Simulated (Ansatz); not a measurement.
# H4O3SeTi: small, medium and large basis sets

An exercise on one series of results from a longer session: the logs are not shown, and one member is left open.

The runs use Ansatz 0.2.0, Gaussian basis; one geometry, several basis sets.

Plan: PBE0-D4/def2-SVP; ωB97M-V/def2-SVP; PBE0-D4/def2-QZVPP; ωB97M-V/def2-QZVPP; the functionals' def2-TZVPP values are taken from earlier runs.

## The geometry

All runs share one geometry, relaxed beforehand with PBE0-D4 in a triple-zeta def2 set.

9 atoms, charge 0, spin multiplicity 1.

Atoms are counted from 1 here; the program's logs count them from 0.

Bond lengths: O1–Ti2 1.791 Å, O1–H6 0.958 Å, Ti2–O3 1.785 Å, Ti2–O4 1.782 Å, Ti2–Se5 2.451 Å, O3–H7 0.958 Å, O4–H8 0.957 Å, Se5–H9 1.472 Å. Angles: Ti2–O1–H6 130.8°, O1–Ti2–O3 111.5°, O1–Ti2–O4 110.2°, O1–Ti2–Se5 110.6°, O3–Ti2–O4 112.3°, O3–Ti2–Se5 104.2°, O4–Ti2–Se5 107.8°, Ti2–O3–H7 132.5°, Ti2–O4–H8 136.3°, Ti2–Se5–H9 91.1°.

Set-up of the first run:

Input file in.yaml:

```yaml
crystal:
  periodic: [false, false, false]
  atoms:
    - {symbol: O, position_ang: [-0.225133, 1.196671, -1.418167]}
    - {symbol: Ti, position_ang: [0.259223, 0.038521, -0.141137]}
    - {symbol: O, position_ang: [2.025198, -0.224538, -0.131074]}
    - {symbol: O, position_ang: [-0.650841, -1.483472, -0.311962]}
    - {symbol: Se, position_ang: [-0.223114, 0.952537, 2.081129]}
    - {symbol: H, position_ang: [-0.963933, 1.183777, -2.028506]}
    - {symbol: H, position_ang: [2.562304, -1.005249, 0.011544]}
    - {symbol: H, position_ang: [-1.128332, -2.073079, 0.271527]}
    - {symbol: H, position_ang: [-1.566970, 1.368631, 1.649546]}
basis:
  gaussian: {orbitals: def2-SVP}
hamiltonian: {xc: pbe0, dispersion: d4}
output: {orbitals: {seedname: orbitals}}
```

Launch:

```
$ ansatz run in.yaml --threads 4 --pin off --events-out ev --progress --plain --max-ram 11315MiB
```

Among the steps run: PBE0-D4 in def2-SVP; ωB97M-V in def2-SVP; PBE0-D4 in def2-QZVPP; ωB97M-V in def2-QZVPP.

One of the session's tables, all rows but one given; the rest of the session is left out.

It belongs to the step «Functionals by basis». 

```
functional       basis  HOMO (eV)  LUMO (eV)
   PBE0-D4    def2-SVP          ?          ?
   PBE0-D4  def2-TZVPP      -6.86      -1.87
   PBE0-D4  def2-QZVPP      -6.88      -1.90
   ωB97M-V    def2-SVP      -8.72       0.50
   ωB97M-V  def2-TZVPP      -8.96       0.30
   ωB97M-V  def2-QZVPP      -8.98       0.21
```

Estimate the missing values for PBE0-D4, def2-SVP.

As computed: HOMO (eV): -6.65; LUMO (eV): -1.73. In the column «HOMO (eV)» it is the highest.
